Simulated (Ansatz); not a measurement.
# CH5GaO (built from SMILES [CH3][GaH][OH]): a reaction path by the nudged elastic band

Aim: the minimum-energy path between two given structures and its highest point. Both ends were relaxed at PBE0-D4 in triple zeta. A second band with other settings follows.

Method: PBE0-D4/def2-SVP; program: Ansatz 0.2.0, Gaussian basis.

17 further runs of the same task are left out: 1 that didn't finish, 16 set aside as unsound or not needed.

### 1 The starting structure

The first end: 8 atoms, charge 0, spin multiplicity 1.

Atoms are counted from 1 here; the program's logs count them from 0.

Bond lengths: Ga1–C2 1.963 Å, Ga1–O3 1.794 Å, Ga1–H5 1.560 Å, C2–H6 1.093 Å, C2–H7 1.093 Å, C2–H8 1.091 Å, O3–H4 0.959 Å. Angles: C2–Ga1–O3 119.1°, C2–Ga1–H5 128.4°, O3–Ga1–H5 112.5°, Ga1–C2–H6 110.2°, Ga1–C2–H7 110.2°, Ga1–C2–H8 112.0°, H6–C2–H7 107.2°, H6–C2–H8 108.5°, H7–C2–H8 108.6°, Ga1–O3–H4 114.1°.

Geometry (Å):

```xyz
8
CH5GaO
Ga   -0.7429   -0.0289   -0.5417
C     0.7077    0.7309    0.5401
O    -0.8742   -1.8112   -0.6992
H    -0.1980   -2.2977   -0.2239
H    -1.8609    0.7234   -1.3285
H     0.2955    1.3352    1.3521
H     1.3283    1.3909   -0.0711
H     1.3445   -0.0425    0.9721
```

The second end:

```xyz
8
CH5GaO
Ga   -1.6130   -0.4630   -1.1890
C     0.9645    0.3000    0.7118
O    -1.3763   -2.0823   -1.0739
H     0.7176   -0.7406    0.4946
H    -1.8600    1.0350   -1.3160
H     0.1366    0.7841    1.2324
H     1.1849    0.8370   -0.2123
H     1.8458    0.3299    1.3523
```

### 2 The band at PBE0-D4/def2-SVP

neb/in.yaml reads:

```yaml
crystal:
  periodic: [false, false, false]
  atoms:
    - {symbol: Ga, position_ang: [-0.742891, -0.028920, -0.541675]}
    - {symbol: C, position_ang: [0.707747, 0.730859, 0.540138]}
    - {symbol: O, position_ang: [-0.874190, -1.811174, -0.699193]}
    - {symbol: H, position_ang: [-0.197960, -2.297704, -0.223927]}
    - {symbol: H, position_ang: [-1.860899, 0.723400, -1.328454]}
    - {symbol: H, position_ang: [0.295470, 1.335170, 1.352106]}
    - {symbol: H, position_ang: [1.328312, 1.390932, -0.071089]}
    - {symbol: H, position_ang: [1.344512, -0.042464, 0.972094]}
basis:
  gaussian: {orbitals: def2-SVP}
hamiltonian: {xc: pbe0, dispersion: d4}
neb:
  images: 5
  climbing: true
  max_iterations: 40
  initial_path: idpp
  final_atoms:
    - {symbol: Ga, position_ang: [-1.612954, -0.463037, -1.188995]}
    - {symbol: C, position_ang: [0.964535, 0.300042, 0.711818]}
    - {symbol: O, position_ang: [-1.376335, -2.082300, -1.073856]}
    - {symbol: H, position_ang: [0.717578, -0.740603, 0.494560]}
    - {symbol: H, position_ang: [-1.859978, 1.034992, -1.315999]}
    - {symbol: H, position_ang: [0.136563, 0.784063, 1.232449]}
    - {symbol: H, position_ang: [1.184924, 0.836994, -0.212302]}
    - {symbol: H, position_ang: [1.845768, 0.329949, 1.352324]}
```

Started as:

```bash
$ ansatz run in.yaml --threads 2 --pin off --events-out ev --progress --plain --max-ram 4352MiB
```

The program printed (excerpt; [...] marks lines left out):

```text
Functional definition: PBE0
  name "PBE0"
  cite "Adamo & Barone, J. Chem. Phys. 110, 6158 (1999) doi:10.1063/1.478522"
  cite "Perdew, Burke & Ernzerhof, Phys. Rev. Lett. 77, 3865 (1996) doi:10.1103/PhysRevLett.77.3865"
  parent pbe
[...]
915 factors; integrals over basis functions are off by at most 2.3e-4 eV
[...]
mean field -55524.64412049 eV, -2040.4930354725 hartree, gradient 5.5e-5 eV, S^2 0.000000; 0 other end points of the search recorded, 0 dependent functions left out
[...]
reference -55524.64414781 eV, -2040.4930364764 hartree; 25, 25 occupied and 60, 60 virtual orbitals, 915 factors
[... from here to the last solve, the lines of the solves are left out (90 solves) ...]
WARN: NEB end point (image 0): max|allowed force component| = 2.210e-1 eV/Å (the criterion of neb.relax_end_points is 1.000e-2). That is over neb.f_tol: it is no minimum, so the barrier can be far off. Relax it first
WARN: NEB end point (image 6): max|allowed force component| = 2.383e-1 eV/Å (the criterion of neb.relax_end_points is 1.000e-2). That is over neb.f_tol: it is no minimum, so the barrier can be far off. Relax it first
NEB iter   1: max|band force component| = 3.696e0 eV/Å  barrier→ = 6.0446 eV  barrier← = 4.1702 eV  Δτ_max = 0.2000 Å  (186 SCF iters)
[...]
NEB iter   3: max|band force component| = 8.051e0 eV/Å  barrier→ = 3.4609 eV  barrier← = 1.5865 eV  Δτ_max = 0.1033 Å  (151 SCF iters)
[...]
NEB iter   5: max|band force component| = 8.813e-1 eV/Å  barrier→ = 2.5407 eV  barrier← = 0.6663 eV  Δτ_max = 0.0794 Å  (143 SCF iters)
[...]
NEB iter   7: max|band force component| = 9.324e-1 eV/Å  barrier→ = 2.8873 eV  barrier← = 1.0129 eV  CI = image 3  Δτ_max = 0.1668 Å  (144 SCF iters)
[...]
NEB iter   9: max|band force component| = 1.629e-1 eV/Å  barrier→ = 2.9397 eV  barrier← = 1.0653 eV  CI = image 3  Δτ_max = 0.0200 Å  (136 SCF iters)
[...]
NEB iter  10: max|band force component| = 2.967e-2 eV/Å  barrier→ = 2.9400 eV  barrier← = 1.0656 eV  CI = image 3  CI's point: of a kind that is not told: the force calls were inconclusive, a negative curvature could not be distinguished from the path's own, the only one lies far off the [...]
Total energy: -55521.80081744 eV, -2040.3885460128 hartree
Atom 0 at    -1.143234    -0.012645    -0.830589 Å, force     0.000572     0.006729    -0.002626 eV/Å
Atom 1 at     0.693626     0.168449     0.510224 Å, force     0.016112     0.034763     0.013419 eV/Å
Atom 2 at    -0.841933    -1.688161    -0.673128 Å, force    -0.014894    -0.000824    -0.008862 eV/Å
Atom 3 at     0.102840    -0.940875     0.040973 Å, force     0.020059    -0.042702     0.011381 eV/Å
Atom 4 at    -1.733164     1.357256    -1.210897 Å, force    -0.002800    -0.000501    -0.000632 eV/Å
Atom 5 at     0.216168     0.770281     1.301587 Å, force     0.009630     0.000391    -0.009641 eV/Å
Atom 6 at     1.276538     0.823476    -0.158821 Å, force    -0.007255    -0.000724     0.011836 eV/Å
Atom 7 at     1.429259    -0.477681     1.020650 Å, force    -0.021424     0.002868    -0.014874 eV/Å
Dipole moment:     0.004054     0.765243     0.031211 e Å
```

Wall time 2.3 min (2 threads of Arm Neoverse V1, shared host).

The last band:

```
image  path (Å)  energy (kJ/mol)  C2–H4 (Å)  Ga1–C2 (Å)  O3–H4 (Å)
    0      0.00              0.0       3.25        1.96       0.96
    1      0.67             16.7       2.63        1.96       0.97
    2      1.33            102.6       1.97        2.03       0.99
    3      2.00            283.7       1.34        2.28       1.40
    4      2.55            209.9       1.12        2.67       1.93
    5      3.10            183.1       1.10        3.05       2.42
    6      3.66            180.9       1.09        3.29       2.94
```

The highest image, 3:

```
Ga   -1.1432   -0.0126   -0.8306
C     0.6936    0.1684    0.5102
O    -0.8419   -1.6882   -0.6731
H     0.1028   -0.9409    0.0410
H    -1.7332    1.3573   -1.2109
H     0.2162    0.7703    1.3016
H     1.2765    0.8235   -0.1588
H     1.4293   -0.4777    1.0207
```

### 3 The band at revPBE-D4/def2-SVP, other settings

neb/in.yaml: that of step 2 with these lines changed.

```diff
@@ -13,8 +13,9 @@
   gaussian: {orbitals: def2-SVP}
-hamiltonian: {xc: pbe0, dispersion: d4}
+hamiltonian: {xc: {name: revPBE}, dispersion: d4}
 neb:
-  images: 5
+  images: 3
   climbing: true
-  max_iterations: 40
+  max_iterations: 60
   initial_path: idpp
+  optimiser: fire
   final_atoms:
```

Started as:

```bash
$ ansatz run in.yaml --threads 2 --pin off --events-out ev --progress --plain --max-ram 4352MiB
```

The program printed:

```text
Functional definition: revPBE
  name "revPBE"
  cite "Zhang & Yang, Phys. Rev. Lett. 80, 890 (1998) doi:10.1103/PhysRevLett.80.890"
  cite "Perdew, Burke & Ernzerhof, Phys. Rev. Lett. 77, 3865 (1996) doi:10.1103/PhysRevLett.77.3865"
  parameter kappa = 1.245
  parameter beta = 0.06672455060314922
  exchange = pbe_x(kappa = kappa, mu = beta*pi^2/3)
  correlation = pbe_c(beta = beta)
946 factors; their error is unknown
mean field evaluation 1: about -55516.8961 eV, gradient 8.2e1 eV
mean field evaluation 2: about -55448.5112 eV, gradient 1.8e2 eV
mean field evaluation 4: about -55529.9339 eV, gradient 1.1e1 eV
mean field evaluation 8: about -55530.2874 eV, gradient 1.1e-1 eV
mean field evaluation 16: about -55530.2510 eV, gradient 8.3e-5 eV
mean field -55530.25100182 eV, -2040.6990845608 hartree, gradient 2.3e-5 eV, S^2 0.000000; 0 other end points of the search recorded, 0 dependent functions left out
the calculation of the forces begins
reference -55530.25104712 eV, -2040.6990862256 hartree; 25, 25 occupied and 60, 60 virtual orbitals, 946 factors
[... from here to the last solve, the lines of the solves are left out (174 solves) ...]
WARN: NEB end point (image 0): max|allowed force component| = 6.360e-1 eV/Å (the criterion of neb.relax_end_points is 1.000e-2). That is over neb.f_tol: it is no minimum, so the barrier can be far off. Relax it first
WARN: NEB end point (image 4): max|allowed force component| = 1.119e0 eV/Å (the criterion of neb.relax_end_points is 1.000e-2). That is over neb.f_tol: it is no minimum, so the barrier can be far off. Relax it first
NEB iter   1: max|band force component| = 3.362e0 eV/Å  barrier→ = 5.1702 eV  barrier← = 3.7412 eV  Δτ_max = 0.0657 Å  (141 SCF iters)
NEB iter   2: max|band force component| = 3.143e0 eV/Å  barrier→ = 4.9256 eV  barrier← = 3.4966 eV  Δτ_max = 0.1188 Å  (92 SCF iters)
NEB iter   3: max|band force component| = 2.345e0 eV/Å  barrier→ = 4.5164 eV  barrier← = 3.0874 eV  Δτ_max = 0.1511 Å  (89 SCF iters)
NEB iter   4: max|band force component| = 2.066e0 eV/Å  barrier→ = 3.9815 eV  barrier← = 2.5525 eV  Δτ_max = 0.0351 Å  (97 SCF iters)
NEB iter   5: max|band force component| = 1.992e0 eV/Å  barrier→ = 3.8069 eV  barrier← = 2.3780 eV  Δτ_max = 0.0699 Å  (90 SCF iters)
NEB iter   6: max|band force component| = 1.754e0 eV/Å  barrier→ = 3.5031 eV  barrier← = 2.0742 eV  Δτ_max = 0.0297 Å  (88 SCF iters)
NEB iter   7: max|band force component| = 1.664e0 eV/Å  barrier→ = 3.3641 eV  barrier← = 1.9352 eV  Δτ_max = 0.0566 Å  (90 SCF iters)
NEB iter   8: max|band force component| = 1.515e0 eV/Å  barrier→ = 3.1205 eV  barrier← = 1.6915 eV  Δτ_max = 0.0834 Å  (88 SCF iters)
NEB iter   9: max|band force component| = 1.386e0 eV/Å  barrier→ = 2.8193 eV  barrier← = 1.3904 eV  Δτ_max = 0.1092 Å  (86 SCF iters)
NEB iter  10: max|band force component| = 9.976e-1 eV/Å  barrier→ = 2.5377 eV  barrier← = 1.1087 eV  Δτ_max = 0.1272 Å  (85 SCF iters)
NEB iter  11: max|band force component| = 9.799e-1 eV/Å  barrier→ = 2.4279 eV  barrier← = 0.9990 eV  Δτ_max = 0.0053 Å  (85 SCF iters)
NEB iter  12: max|band force component| = 9.284e-1 eV/Å  barrier→ = 2.4144 eV  barrier← = 0.9855 eV  Δτ_max = 0.0103 Å  (83 SCF iters)
NEB iter  13: max|band force component| = 8.306e-1 eV/Å  barrier→ = 2.3907 eV  barrier← = 0.9617 eV  Δτ_max = 0.0147 Å  (89 SCF iters)
NEB iter  14: max|band force component| = 6.963e-1 eV/Å  barrier→ = 2.3618 eV  barrier← = 0.9329 eV  Δτ_max = 0.0180 Å  (90 SCF iters)
NEB iter  15: max|band force component| = 5.382e-1 eV/Å  barrier→ = 2.3330 eV  barrier← = 0.9040 eV  Δτ_max = 0.0200 Å  (88 SCF iters)
NEB iter  16: max|band force component| = 1.688e0 eV/Å  barrier→ = 2.3087 eV  barrier← = 0.8798 eV  CI = image 2  Δτ_max = 0.0243 Å  (91 SCF iters)
NEB iter  17: max|band force component| = 1.886e0 eV/Å  barrier→ = 2.3327 eV  barrier← = 0.9037 eV  CI = image 2  Δτ_max = 0.0342 Å  (88 SCF iters)
NEB iter  18: max|band force component| = 1.970e0 eV/Å  barrier→ = 2.4088 eV  barrier← = 0.9799 eV  CI = image 2  Δτ_max = 0.0098 Å  (88 SCF iters)
NEB iter  19: max|band force component| = 1.896e0 eV/Å  barrier→ = 2.4383 eV  barrier← = 1.0094 eV  CI = image 2  Δτ_max = 0.0193 Å  (74 SCF iters)
NEB iter  20: max|band force component| = 1.735e0 eV/Å  barrier→ = 2.4912 eV  barrier← = 1.0623 eV  CI = image 2  Δτ_max = 0.0280 Å  (81 SCF iters)
NEB iter  21: max|band force component| = 1.470e0 eV/Å  barrier→ = 2.5553 eV  barrier← = 1.1263 eV  CI = image 2  Δτ_max = 0.0353 Å  (81 SCF iters)
NEB iter  22: max|band force component| = 1.102e0 eV/Å  barrier→ = 2.6130 eV  barrier← = 1.1841 eV  CI = image 2  Δτ_max = 0.0407 Å  (90 SCF iters)
NEB iter  23: max|band force component| = 6.640e-1 eV/Å  barrier→ = 2.6453 eV  barrier← = 1.2163 eV  CI = image 2  Δτ_max = 0.0430 Å  (89 SCF iters)
NEB iter  24: max|band force component| = 6.689e-1 eV/Å  barrier→ = 2.6385 eV  barrier← = 1.2095 eV  CI = image 2  Δτ_max = 0.0456 Å  (88 SCF iters)
NEB iter  25: max|band force component| = 7.143e-1 eV/Å  barrier→ = 2.5908 eV  barrier← = 1.1619 eV  CI = image 2  Δτ_max = 0.0043 Å  (86 SCF iters)
NEB iter  26: max|band force component| = 6.627e-1 eV/Å  barrier→ = 2.5889 eV  barrier← = 1.1600 eV  CI = image 2  Δτ_max = 0.0085 Å  (78 SCF iters)
NEB iter  27: max|band force component| = 5.639e-1 eV/Å  barrier→ = 2.5855 eV  barrier← = 1.1566 eV  CI = image 2  Δτ_max = 0.0126 Å  (92 SCF iters)
NEB iter  28: max|band force component| = 4.923e-1 eV/Å  barrier→ = 2.5812 eV  barrier← = 1.1523 eV  CI = image 2  Δτ_max = 0.0165 Å  (87 SCF iters)
NEB iter  29: max|band force component| = 4.114e-1 eV/Å  barrier→ = 2.5766 eV  barrier← = 1.1477 eV  CI = image 2  Δτ_max = 0.0201 Å  (88 SCF iters)
NEB iter  30: max|band force component| = 3.081e-1 eV/Å  barrier→ = 2.5722 eV  barrier← = 1.1432 eV  CI = image 2  Δτ_max = 0.0026 Å  (90 SCF iters)
NEB iter  31: max|band force component| = 2.939e-1 eV/Å  barrier→ = 2.5712 eV  barrier← = 1.1423 eV  CI = image 2  Δτ_max = 0.0050 Å  (63 SCF iters)
NEB iter  32: max|band force component| = 2.817e-1 eV/Å  barrier→ = 2.5694 eV  barrier← = 1.1405 eV  CI = image 2  Δτ_max = 0.0074 Å  (67 SCF iters)
NEB iter  33: max|band force component| = 2.680e-1 eV/Å  barrier→ = 2.5669 eV  barrier← = 1.1379 eV  CI = image 2  Δτ_max = 0.0094 Å  (74 SCF iters)
NEB iter  34: max|band force component| = 2.470e-1 eV/Å  barrier→ = 2.5637 eV  barrier← = 1.1348 eV  CI = image 2  Δτ_max = 0.0112 Å  (75 SCF iters)
NEB iter  35: max|band force component| = 2.242e-1 eV/Å  barrier→ = 2.5601 eV  barrier← = 1.1312 eV  CI = image 2  Δτ_max = 0.0126 Å  (84 SCF iters)
NEB iter  36: max|band force component| = 2.162e-1 eV/Å  barrier→ = 2.5562 eV  barrier← = 1.1273 eV  CI = image 2  Δτ_max = 0.0151 Å  (82 SCF iters)
NEB iter  37: max|band force component| = 2.043e-1 eV/Å  barrier→ = 2.5520 eV  barrier← = 1.1230 eV  CI = image 2  Δτ_max = 0.0192 Å  (84 SCF iters)
NEB iter  38: max|band force component| = 1.870e-1 eV/Å  barrier→ = 2.5479 eV  barrier← = 1.1189 eV  CI = image 2  Δτ_max = 0.0237 Å  (89 SCF iters)
NEB iter  39: max|band force component| = 1.613e-1 eV/Å  barrier→ = 2.5443 eV  barrier← = 1.1154 eV  CI = image 2  Δτ_max = 0.0282 Å  (88 SCF iters)
NEB iter  40: max|band force component| = 1.215e-1 eV/Å  barrier→ = 2.5418 eV  barrier← = 1.1129 eV  CI = image 2  Δτ_max = 0.0320 Å  (87 SCF iters)
NEB iter  41: max|band force component| = 1.258e-1 eV/Å  barrier→ = 2.5407 eV  barrier← = 1.1117 eV  CI = image 2  Δτ_max = 0.0018 Å  (87 SCF iters)
NEB iter  42: max|band force component| = 1.011e-1 eV/Å  barrier→ = 2.5404 eV  barrier← = 1.1114 eV  CI = image 2  Δτ_max = 0.0032 Å  (64 SCF iters)
NEB iter  43: max|band force component| = 6.282e-2 eV/Å  barrier→ = 2.5400 eV  barrier← = 1.1110 eV  CI = image 2  Δτ_max = 0.0039 Å  (69 SCF iters)
946 factors; their error is unknown
mean field evaluation 1312: about -55528.8657 eV, gradient 1.6e-5 eV
mean field -55528.86566115 eV, -2040.6481742303 hartree, gradient 6.4e-7 eV, S^2 0.000000; 0 other end points of the search recorded, 0 dependent functions left out
the calculation of the forces begins
reference -55528.86570940 eV, -2040.6481760035 hartree; 25, 25 occupied and 60, 60 virtual orbitals, 946 factors
NEB iter  44: max|band force component| = 4.878e-2 eV/Å  barrier→ = 2.5395 eV  barrier← = 1.1106 eV  CI = image 2  CI's point: of a kind that is not told: the force calls were inconclusive, a negative curvature could not be distinguished from the path's own, the only one lies far off the path, or fixed occupations may fill a level only in part  Δτ_max = 0.0000 Å  (1017 SCF iters)
Total energy: -55528.05618571 eV, -2040.6184265566 hartree
Atom 0 at    -1.142960    -0.018977    -0.831694 Å, force    -0.018471    -0.010473    -0.013746 eV/Å
Atom 1 at     0.695185     0.177192     0.511869 Å, force     0.010053     0.026905     0.008303 eV/Å
Atom 2 at    -0.843415    -1.726111    -0.674439 Å, force    -0.003093    -0.007055    -0.002770 eV/Å
Atom 3 at     0.104683    -0.971893     0.041600 Å, force    -0.026187    -0.004623    -0.019120 eV/Å
Atom 4 at    -1.722112     1.376498    -1.203325 Å, force    -0.017986    -0.017093    -0.013605 eV/Å
Atom 5 at     0.197742     0.783554     1.299120 Å, force     0.049472     0.006533     0.008626 eV/Å
Atom 6 at     1.266325     0.838985    -0.174280 Å, force     0.023334     0.004981     0.044521 eV/Å
Atom 7 at     1.444654    -0.459148     1.031149 Å, force    -0.017122     0.000824    -0.012208 eV/Å
Dipole moment:     0.018387     0.682797     0.037434 e Å
```

Run time: 2.9 min. Hardware: 2 threads of Arm Neoverse V1, shared host.

The last band:

```csv
image,path (Å),energy (kJ/mol),C2–H4 (Å),Ga1–C2 (Å),O3–H4 (Å)
0,0.00,0.0,3.25,1.96,0.96
1,0.95,43.7,2.30,2.00,0.99
2,1.91,245.0,1.37,2.29,1.41
3,2.70,148.9,1.11,2.84,2.16
4,3.51,137.9,1.09,3.29,2.94
```

The highest image, 2:

```xyz
8
CH5GaO
Ga   -1.14296   -0.01898   -0.83169
C     0.69519    0.17719    0.51187
O    -0.84342   -1.72611   -0.67444
H     0.10468   -0.97189    0.04160
H    -1.72211    1.37650   -1.20332
H     0.19774    0.78355    1.29912
H     1.26632    0.83898   -0.17428
H     1.44465   -0.45915    1.03115
```

### 4 Outcome

| quantity | value |
| --- | --- |
| PBE0-D4/def2-SVP, 10 iterations | highest 283.7 kJ/mol (image 3), last end +180.9 kJ/mol |
| revPBE-D4/def2-SVP, 44 iterations | highest 245.0 kJ/mol (image 2), last end +137.9 kJ/mol |
| from earlier runs: barrier over the separately found saddle, CCSD(T)/def2-TZVPP | 293.1 kJ/mol |

The highest image lies 283.7 kJ/mol above the first end, and it climbed, so it estimates the saddle. The ends are not quite minima at this level (largest force component 0.24 eV/Å), so the heights are unreliable: relaxing the first end would lower it and raise the barrier above it. The highest image is 9.5 kJ/mol below the CCSD(T) barrier in triple zeta, which comes from separate runs on the saddle. The second band's highest image lies at 245.0 kJ/mol; the levels differ.
